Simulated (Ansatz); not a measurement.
# LiTlF4: the cost of one run

Computed with Ansatz 0.2.0 (DFT PBE, scalar-relativistic, plane waves, PAW, unless a step's input says otherwise).

2 further runs of the same task are left out: 1 that didn't finish, 1 set aside as unsound or not needed.

## Step 1: The system as given

The structure is tetragonal, space group P4/mmm (No. 123). Conventional cell: a = 3.766 Å, b = 3.766 Å, c = 5.306 Å, α = 90.00°, β = 90.00°, γ = 90.00°. Li (site symmetry 4/mmm) is surrounded by 8 F at 2.30 Å. Tl (site symmetry 4/mmm) has 8 F at 2.30 Å as nearest neighbours. F (site symmetry 2mm) is surrounded by 2 Tl at 2.30 Å and 2 Li at 2.30 Å.

As a file:

```xyz
6
Lattice="3.7662 0.0000 0.0000 0.0000 3.7662 0.0000 0.0000 0.0000 5.3055" Properties=species:S:1:pos:R:3 pbc="T T T"
Li    0.0000    0.0000    0.0000
Tl    1.8831    1.8831    2.6528
F     1.8831    0.0000    1.3278
F     0.0000    1.8831    3.9777
F     1.8831    0.0000    3.9777
F     0.0000    1.8831    1.3278
```

It is the end of an earlier relaxation with the same method, from a generated guess; it is a trial structure. At a tolerance of 0.02 Å it has space group P4/mmm (No. 123); it has 12.54 Å³/atom, an uncorrected energy of -2.12 eV/atom over the elements.

## Step 2: Static run: bands, density of states and charges

input.yaml reads:

```yaml
crystal:
  lattice:
    - [3.7661875851, 0.0, 0.0]
    - [0.0, 3.7661875851, 0.0]
    - [0.0, 0.0, 5.3055185219]
  atoms:
    - { symbol: Li, position: [0.0, 0.0, 0.0] }
    - { symbol: Tl, position: [0.5, 0.5, 0.5] }
    - { symbol: F, position: [0.5, 0.0, 0.2502718998] }
    - { symbol: F, position: [0.0, 0.5, 0.7497281002] }
    - { symbol: F, position: [0.5, 0.0, 0.7497281002] }
    - { symbol: F, position: [0.0, 0.5, 0.2502718998] }
basis:
  ecutwfc: 420
kpoints:
  mp_grid: { grid: [8, 8, 6] }
  band_path:
    path:
      - [[0.0, 0.0, 0.0], [0.0, 0.5, 0.0], [0.5, 0.5, 0.0], [0.0, 0.0, 0.0], [0.0, 0.0, 0.5], [0.0, 0.5, 0.5], [0.5, 0.5, 0.5], [0.0, 0.0, 0.5]]
      - [[0.0, 0.5, 0.0], [0.0, 0.5, 0.5]]
      - [[0.5, 0.5, 0.0], [0.5, 0.5, 0.5]]
    npoints: 14
hamiltonian:
  xc: pbe
scf:
  occupations: { method: gaussian, width: 0.02 }
  n_extra_bands: 15
output:
  forces: true
  stress: true
  eigenvalues: true
  populations: true
  dos: { projected: true, de: 0.02, nscf_kmesh: { grid: [12, 12, 9] } }
  bader: true
  write_density: true
  write_potential: true
  elf: true
  volumetric_format: npy
```

Command:

```
ansatz run input.yaml --threads 1 --pin off --max-ram 2048MiB --backend cpu --events-out ev --progress --plain --runs-dir out
```

What time and memory should one allow on 1 thread of Arm Neoverse N1, shared host?

About 92 s, with a peak of 0.47 GiB.
